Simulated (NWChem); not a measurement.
# One shape, several levels: CH5AlClN (SMILES C[NH][AlH][Cl])

Aim: a comparison of 3 runs (HF/def2-SVP, PBE0/def2-SVP, r2SCAN/6-31G**) of CH5AlClN. 

Program for the calculation: NWChem 7.3.0.

## 1. The molecule

CH5AlClN: 9 atoms, total charge 0, spin state singlet. As SMILES, `C[NH][AlH][Cl]`. The shape is that of a PBE0-D4/def2-TZVP optimisation. This is one conformer, not always the lowest.

Bond lengths: C1–N2 1.449 Å, N2–Al3 1.758 Å, Al3–Cl4 2.100 Å, C1–H5 1.096 Å, C1–H6 1.096 Å, C1–H7 1.092 Å, N2–H8 1.010 Å, Al3–H9 1.571 Å. Some angles: C1–N2–Al3 129.6°, N2–Al3–Cl4 117.6°, C1–N2–H8 112.1°, Al3–N2–H8 118.3°, N2–C1–H5 112.1°, N2–C1–H6 112.1°, N2–C1–H7 109.8°, N2–Al3–H9 121.4°, Cl4–Al3–H9 121.0°, H5–C1–H6 107.8°.

## 2. Energy and gradient at HF/def2-SVP (run 1)

Contents of ch5alcln.xyz:

```xyz
9

C      0.028900     0.778500    -1.025000
N      0.123600    -0.496400    -0.343900
Al    -0.042100    -0.867100     1.366100
Cl    -0.436800     0.728800     2.673300
H      0.959000     1.039800    -1.542200
H     -0.780900     0.792500    -1.763200
H     -0.175600     1.570200    -0.301800
H      0.313300    -1.255600    -0.982100
H      0.099100    -2.337000     1.901900
```

Contents of run.py:

```python
from ase.io import read
from ase.calculators.nwchem import NWChem

molecule = read('ch5alcln.xyz')

calc = NWChem(
    label='ch5alcln',
    theory='scf',
    memory='2200 mb',
    basis='def2-SVP',
    basispar='spherical bse',
    scf={'nopen': '0', 'rhf': None, 'thresh': '1e-08', 'maxiter': '80'},
)
molecule.calc = calc

forces = molecule.get_forces()
print("Total energy (eV):", round(molecule.get_potential_energy(), 6))
print("forces (eV/A):")
for s, f in zip(molecule.symbols, forces):
    print(f"{s:2s} {f[0]:10.5f} {f[1]:10.5f} {f[2]:10.5f}")
print("dipole (e A):", molecule.get_dipole_moment().round(4))
```

Launch:

```console
export ASE_NWCHEM_COMMAND="nwchem PREFIX.nwi > PREFIX.nwo"
python run.py
```

The program printed:

```text
Total energy (eV): -21672.685013
forces (eV/A):
C    -0.00072    0.02869   -0.03785
N     0.05744   -0.21309   -0.20970
Al    0.04875   -0.28010   -0.06808
Cl   -0.04494    0.14655    0.18820
H    -0.06150   -0.00689    0.01388
H     0.05646    0.00951    0.02854
H     0.01440   -0.02838   -0.07770
H    -0.05749    0.24873    0.17190
H    -0.01244    0.09498   -0.00926
dipole (e A): [ 0.0821 -0.1907 -0.4295]
```

The calculator wrote ch5alcln.nwi:

```
title "ch5alcln"

permanent_dir ch5alcln

scratch_dir ch5alcln

start ch5alcln

geometry units angstrom nocenter noautosym noautoz
  C  2.8899999999999999e-02 7.7849999999999997e-01 -1.0249999999999999e+00
  N  1.2360000000000000e-01 -4.9640000000000001e-01 -3.4389999999999998e-01
  Al -4.2099999999999999e-02 -8.6709999999999998e-01 1.3661000000000001e+00
  Cl -4.3680000000000002e-01 7.2880000000000000e-01 2.6732999999999998e+00
  H  9.5899999999999996e-01 1.0398000000000001e+00 -1.5422000000000000e+00
  H  -7.8090000000000004e-01 7.9249999999999998e-01 -1.7632000000000001e+00
  H  -1.7560000000000001e-01 1.5702000000000000e+00 -3.0180000000000001e-01
  H  3.1330000000000002e-01 -1.2556000000000000e+00 -9.8209999999999997e-01
  H  9.9099999999999994e-02 -2.3370000000000002e+00 1.9018999999999999e+00
end

memory 2200 mb

basis spherical bse noprint
   * library def2-SVP
end

scf
  nopen 0
  rhf
  thresh 1e-08
  maxiter 80
end

task scf gradient
```

ch5alcln.nwo:

```text
Northwest Computational Chemistry Package (NWChem) 7.3.0
             --------------------------------------------------------

           Job information
           ---------------

    nwchem branch   = 7.3.0
    use scalapack   = T
    input           = ch5alcln.nwi
    prefix          = ch5alcln.
    data base       = ch5alcln/ch5alcln.db
    status          = startup
    nproc           =        1

           Memory information
           ------------------

    heap     =     72089600 doubles =      550.0 Mbytes
    stack    =     72089597 doubles =      550.0 Mbytes
    global   =    144179200 doubles =     1100.0 Mbytes (distinct from heap & stack)
    total    =    288358397 doubles =     2200.0 Mbytes
    verify   = yes
    hardfail = no

[... 138 lines left out ...]
 Convergence threshold     :          1.000E-08
[... 13 lines left out ...]
       Final RHF  results
[... 3 lines left out ...]
      One-electron energy =  -1488.486568092325
[... 1 line left out ...]
 Nuclear repulsion energy =    194.637932194179
[... 42 lines left out ...]
                       ROHF Final Molecular Orbital Analysis
[... 241 lines left out ...]
                         RHF ENERGY GRADIENTS

    atom               coordinates                        gradient
                 x          y          z           x          y          z
   1 C       0.054613   1.471152  -1.936969    0.000014  -0.000558   0.000736
   2 N       0.233570  -0.938060  -0.649877   -0.001117   0.004144   0.004078
   3 Al     -0.079557  -1.638581   2.581555   -0.000948   0.005447   0.001324
[... 5 lines of this table left out ...]
   9 H       0.187272  -4.416290   3.594070    0.000242  -0.001847   0.000180

                 ----------------------------------------
                 |  Time  |  1-e(secs)   |  2-e(secs)   |
                 ----------------------------------------
                 |  CPU   |       0.01   |       2.63   |
                 ----------------------------------------
                 |  WALL  |       0.01   |       2.63   |
                 ----------------------------------------

 Task  times  cpu:       10.0s     wall:       10.0s
 Total times  cpu:       10.0s     wall:       10.0s
```

It took 11 s on 1 thread of AMD EPYC 9R45 (Zen 5), shared host; peak memory 0.1 GiB.

## 3. Energy and gradient at PBE0/def2-SVP (run 2)

Contents of ch5alcln.nw:

```
start ch5alcln
memory stack 880 mb heap 220 mb global 1100 mb
geometry noautosym nocenter noautoz
 C     0.028900    0.778500   -1.025000
 N     0.123600   -0.496400   -0.343900
 Al   -0.042100   -0.867100    1.366100
 Cl   -0.436800    0.728800    2.673300
 H     0.959000    1.039800   -1.542200
 H    -0.780900    0.792500   -1.763200
 H    -0.175600    1.570200   -0.301800
 H     0.313300   -1.255600   -0.982100
 H     0.099100   -2.337000    1.901900
end
basis spherical bse
 * library def2-SVP
end
dft
 xc pbe0
 grid xfine
 convergence energy 1e-08
 maxiter 100
 mulliken
 print low
end
task dft gradient
```

Launch:

```console
nwchem ch5alcln.nw > ch5alcln.out
```

The program printed:

```text
[...]
 d= 0,ls=0.0,diis     1   -797.8649689894 -9.93D+02  1.01D-02  4.20D-01     2.2
[...]
 d= 0,ls=0.0,diis     8   -797.9173737345  1.92D-09  2.00D-06  9.85D-08    15.0
         Total DFT energy =     -797.917373734497
      One electron energy =    -1488.826909427568
           Coulomb energy =      557.075702700324
    Exchange-Corr. energy =      -60.804099201432
 Nuclear repulsion energy =      194.637932194179
[...]
      Total Density - Mulliken Population Analysis
     ---------------------------------------------
    Atom       Charge   Shell Charges
 -----------   ------   -------------------------------------------------------
    1 C    6     5.93   1.99  0.89  0.13  2.09  0.80  0.04
    2 N    7     7.52   1.99  0.97  0.51  2.44  1.59  0.01
    3 Al  13    12.34   2.00  1.98  0.84  0.04  5.92  0.85  0.46  0.25
    4 Cl  17    17.32   2.00  1.99  1.25  0.71  5.93  2.14  3.29  0.01
    5 H    1     0.96   0.75  0.19  0.02
    6 H    1     0.96   0.75  0.19  0.02
    7 H    1     0.96   0.74  0.19  0.02
    8 H    1     0.85   0.72  0.09  0.05
    9 H    1     1.15   0.71  0.44  0.01
[...]
                         DFT ENERGY GRADIENTS
    atom               coordinates                        gradient
                 x          y          z           x          y          z
   1 C       0.054613   1.471152  -1.936969   -0.000586   0.007353  -0.003427
   2 N       0.233570  -0.938060  -0.649877    0.000717  -0.005960   0.000991
   3 Al     -0.079557  -1.638581   2.581555   -0.000086   0.002921  -0.002596
   4 Cl     -0.825432   1.377232   5.051804    0.000649  -0.002648  -0.002128
   5 H       1.812247   1.964937  -2.914335   -0.004675  -0.002007   0.003132
   6 H      -1.475687   1.497608  -3.331965    0.004116  -0.000751   0.004255
   7 H      -0.331836   2.967248  -0.570319    0.001079  -0.004476  -0.003536
   8 H       0.592051  -2.372740  -1.855900   -0.001105   0.004492   0.003653
   9 H       0.187272  -4.416290   3.594070   -0.000109   0.001077  -0.000343
 Task  times  cpu:       20.0s     wall:       20.0s
[...]
```

Wall time 21 s (1 thread of AMD EPYC 9R45 (Zen 5), shared host); peak memory 0.15 GiB.

## 4. Energy and gradient at r2SCAN/6-31G(d,p) (spherical functions) (run 3)

Contents of m1.xyz:

```xyz
9
CH5AlClN
C      0.028900     0.778500    -1.025000
N      0.123600    -0.496400    -0.343900
Al    -0.042100    -0.867100     1.366100
Cl    -0.436800     0.728800     2.673300
H      0.959000     1.039800    -1.542200
H     -0.780900     0.792500    -1.763200
H     -0.175600     1.570200    -0.301800
H      0.313300    -1.255600    -0.982100
H      0.099100    -2.337000     1.901900
```

Contents of m1.nw:

```
start m1
title "CH5AlClN"
memory stack 880 mb heap 220 mb global 1100 mb

geometry units angstroms noautosym nocenter noautoz
   load m1.xyz
end

basis "ao basis" spherical bse
   * library 6-31G**
end

dft
   xc r2scan
   grid xfine
   convergence energy 1e-08
   iterations 100
   mulliken
   print medium
end

task dft gradient
```

Launch:

```console
nwchem m1.nw > m1.out
```

The program printed:

```text
[...]
          Wavefunction type:  closed shell.
          No. of atoms     :     9
          No. of electrons :    48
[...]
          Charge           :     0
          Spin multiplicity:     1
[...]
          AO basis - number of functions:    89
[...]
              XC Information
              --------------
                      r^2SCAN Method XC Functional
               r^2SCAN metaGGA Exchange Functional  1.000
                     r^2SCAN Correlation Potential  1.000
[...]
 d= 0,ls=0.0,diis     1   -798.3891217062 -9.93D+02  1.17D-02  4.22D-01     3.1
[...]
 d= 0,ls=0.0,diis    10   -798.4406334713 -1.24D-09  1.33D-07  1.82D-10    25.5
         Total DFT energy =     -798.440633471291
      One electron energy =    -1489.108338079484
           Coulomb energy =      557.138410646568
    Exchange-Corr. energy =      -61.108638232554
 Nuclear repulsion energy =      194.637932194179
[...]
      Total Density - Mulliken Population Analysis
     ---------------------------------------------
    Atom       Charge   Shell Charges
 -----------   ------   -------------------------------------------------------
    1 C    6     6.21   2.00  0.67  2.07  0.56  0.88  0.05
    2 N    7     7.66   2.00  0.77  2.49  0.81  1.58  0.02
    3 Al  13    12.39   2.00  2.00  5.97  0.74  1.19  0.11  0.14  0.24
    4 Cl  17    17.31   2.00  2.00  5.97  1.37  3.64  0.58  1.74  0.01
    5 H    1     0.87   0.53  0.33  0.01
    6 H    1     0.87   0.53  0.33  0.01
    7 H    1     0.85   0.53  0.31  0.01
    8 H    1     0.72   0.51  0.18  0.03
    9 H    1     1.11   0.48  0.62  0.00
[...]
  wavefunction    = closed shell
                         DFT ENERGY GRADIENTS
    atom               coordinates                        gradient
                 x          y          z           x          y          z
   1 C       0.054613   1.471152  -1.936969    0.000279  -0.003470   0.001881
   2 N       0.233570  -0.938060  -0.649877   -0.000239   0.000760   0.000979
   3 Al     -0.079557  -1.638581   2.581555    0.000053   0.003497  -0.004328
   4 Cl     -0.825432   1.377232   5.051804    0.000667  -0.002779  -0.002125
   5 H       1.812247   1.964937  -2.914335   -0.001708  -0.000550   0.001090
   6 H      -1.475687   1.497608  -3.331965    0.001459  -0.000093   0.001499
   7 H      -0.331836   2.967248  -0.570319    0.000284  -0.000988  -0.001188
   8 H       0.592051  -2.372740  -1.855900   -0.000692   0.002660   0.002463
   9 H       0.187272  -4.416290   3.594070   -0.000102   0.000964  -0.000270
[...]
```

Wall time 36 s (1 thread of AMD EPYC 9R45 (Zen 5), shared host); peak memory 0.15 GiB.

## 5. Overview of the runs

| run | level | iteration cap | module | energy (Eh) | dipole moment (D) | HOMO energy (eV) | LUMO energy (eV) | wall time |
| --- | --- | --- | --- | --- | --- | --- | --- | --- |
| 1 | HF/def2-SVP | 80 | scf | -796.456490 | 2.29 | -10.29 | 2.53 | 11 s |
| 2 | PBE0/def2-SVP | 100 | dft | -797.917374 | – | – | – | 21 s |
| 3 | r2SCAN/6-31G** (spherical functions) | 100 | dft | -798.440633 | 2.68 | -5.93 | -0.80 | 36 s |

## 6. Outcome

| quantity | value |
| --- | --- |
| run 3: total energy | -798.44063 Eh |
| run 3: dipole moment | 2.68 D |
| run 3: HOMO energy | -5.93 eV |
| run 3: LUMO energy | -0.80 eV |
| run 3: HOMO–LUMO gap | 5.13 eV |
| run 3: largest force on an atom | 0.286 eV/Å |

In words: Totals of different functionals can't be ranked against each other. All runs together took 68 s, the longest 36 s.
